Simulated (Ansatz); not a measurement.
# CuSb: the cost of one run

Program: Ansatz 0.2.0. Level of theory: DFT r²SCAN, scalar-relativistic, plane waves, PAW. These are calculated values, not measurements.

1 further run of the same task is left out (it didn't finish). Runs told in other sessions of the task aren't counted.

## (1) Starting point

It takes space group F-43m (No. 216, cubic). Conventional cell: a = 5.800 Å, b = 5.800 Å, c = 5.800 Å, α = 90.00°, β = 90.00°, γ = 90.00°. Around Cu (site symmetry -43m) lie 4 Sb at 2.51 Å. Sb (site symmetry -43m) is surrounded by 4 Cu at 2.51 Å.

Coordinates:

```xyz
2
Lattice="0.0000 2.9001 2.9001 2.9001 0.0000 2.9001 2.9001 2.9001 0.0000" Properties=species:S:1:pos:R:3 pbc="T T T"
Cu    0.0000    0.0000    0.0000
Sb    1.4501    1.4501    1.4501
```

This cell comes from an earlier session at r²SCAN: 24.393 Å³/atom at 0.01 GPa, on a 10×10×10 mesh.

Volume factors to run: 0.980, 1.020, 0.960, 1.040, 1.070.

## (2) At 0.980 of the relaxed volume

The input, input.yaml:

```yaml
crystal:
  lattice:
    - [0.0, 2.8806801956, 2.8806801956]
    - [2.8806801956, 0.0, 2.8806801956]
    - [2.8806801956, 2.8806801956, 0.0]
  atoms:
    - { symbol: Cu, position: [0.0, 0.0, 0.0] }
    - { symbol: Sb, position: [0.25, 0.25, 0.25] }
basis:
  ecutwfc: 500
  ecutrho_ratio: 4
kpoints:
  mp_grid: { grid: [10, 10, 10] }
hamiltonian:
  xc: r2scan
scf:
  occupations: { method: gaussian, width: 0.05 }
output:
  forces: true
  stress: true
  eigenvalues: true
```

Started as:

```
> ansatz run input.yaml --threads 2 --pin off --max-ram 2662MiB --backend cpu --events-out ev --progress --plain --runs-dir out
```

Q: Estimate wall time and peak memory on 2 threads of Arm Neoverse V2, shared host.

About 6.1 s, with a peak of 0.49 GiB.
